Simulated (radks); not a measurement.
# Os³⁺ in [Kr] 4d10 4f14 5s2 5p5.5 5d5 6s0.5: an all-electron calculation

Aim: the levels, the sizes of the orbitals and the parts of the energy of the osmium ion Os3+.

The numbers are computed with radks (a radial shooting solver on a logarithmic mesh, Libxc functionals) version 1 (scalar-relativistic Kohn-Sham, r2SCAN, spin-polarised, spherical densities, finite nucleus; open shells are filled with parallel spins first), except any that are marked as measured or tabulated.

## (1) The system

| Quantity | Value |
| --- | --- |
| element | osmium (Z = 76) |
| charge | +3 |
| electrons | 73 |
| configuration | [Kr] 4d10 4f14 5s2 5p5.5 5d5 6s0.5 |
| nuclear rms radius | 5.4126 fm |

## (2) The calculation

The run's settings:

```text
Z 76
configuration [Kr] 4d10 4f14 5s2 5p5.5 5d5 6s0.5 6p0 7s0
relativity scalar-relativistic
functional r2scan,r2scan
spin polarised
nucleus finite rms 5.4126 fm
c 137.035999084
```

On the command line:

```console
$ python run_ks.py task.json out
```

The same process makes all the runs of this session.

What does the calculation give?

The runs gave:

```
                        quantity                   value
                    total energy     -17249.9145 hartree
exchange-correlation share of it                  1.96 %
                            −T/E                  1.1080
          highest occupied level       6s up, -32.444 eV
    most extended occupied level  6s up, <r> = 2.37 bohr
 radius at density 0.001 e/bohr³               3.51 bohr
    maxima of the radial density                       4
```

**Reading.** 6 principal shells are occupied and 4 maxima appear in the radial density; where shells overlap, one shows as a shoulder or not at all. Relativity lifts −T/E to 1.108. This is not the tabulated ground configuration, so its levels and sizes aren't those of the ground state, and no measured value stands beside it.
